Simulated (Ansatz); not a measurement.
**AlSn: band structure with PBE**

Crystal: AlSn.

```
Sn Al
1.0
     4.19811    0.00000    0.00000
    -2.09905    3.63567    0.00000
     0.00000    0.00000    3.30685
Sn Al
1 1
Direct
  0.33333 0.66667 0.50000
  0.00000 0.00000 0.00000
```

The cell comes from a database or a generator and needn't be the stable form of this composition.

```yaml
Program: Ansatz 0.2.0
Task: band structure
Functional: PBE
Potentials_or_basis: Ansatz PAW earlier set
Cutoff: "900 eV (not typed: the program's choice for these potentials)"
k_mesh: 7 × 7 × 8
Occupations: fermi-dirac, width 0.05 eV
Spin: no spin polarisation
Path: "[[\"G\", \"M\", \"K\", \"G\", \"A\", \"L\", \"H\", \"A\"], [\"L\", \"M\"], [\"K\", \"H\"]]"
Points_for_each_segment_of_the_path: 14
```

| Item | Value |
| --- | --- |
| Pressure | 0.3 GPa |
| Band gap on the k mesh | none (metal or under the smearing width) |

Stress tensor (GPa, compression positive):
```
0.15 0.00 0.00
0.00 0.15 0.00
0.00 0.00 0.46
```

Levels at the corners of the path, in eV from the Fermi level:
| point | band 14 | band 15 | band 16 | band 17 | band 18 | band 19 |
| --- | --- | --- | --- | --- | --- | --- |
| Γ | -10.46 | -0.23 | -0.23 | 0.69 | 2.60 | 3.12 |
| M | -8.62 | -6.34 | -1.84 | 0.59 | 4.42 | 6.48 |
| K | -8.20 | -6.34 | -3.95 | 5.03 | 5.46 | 5.80 |
| Γ | -10.46 | -0.23 | -0.23 | 0.69 | 2.60 | 3.12 |
| A | -7.43 | -6.22 | 2.72 | 2.72 | 3.57 | 3.57 |
| L | -5.73 | -4.23 | -3.17 | -2.35 | 1.19 | 2.37 |
| H | -5.37 | -3.62 | -3.10 | -2.61 | -0.87 | 0.17 |
| A | -7.43 | -6.22 | 2.72 | 2.72 | 3.57 | 3.57 |
| L | -5.73 | -4.23 | -3.17 | -2.35 | 1.19 | 2.37 |
| M | -8.62 | -6.34 | -1.84 | 0.59 | 4.42 | 6.48 |
| K | -8.20 | -6.34 | -3.95 | 5.03 | 5.46 | 5.80 |
| H | -5.37 | -3.62 | -3.10 | -2.61 | -0.87 | 0.17 |

Wall time 16 s on 2 threads of Arm Neoverse V1, on a shared host, peak memory 0.5 GiB.

Caveat: spin-orbit coupling is left out, which moves the levels of the heavy elements.
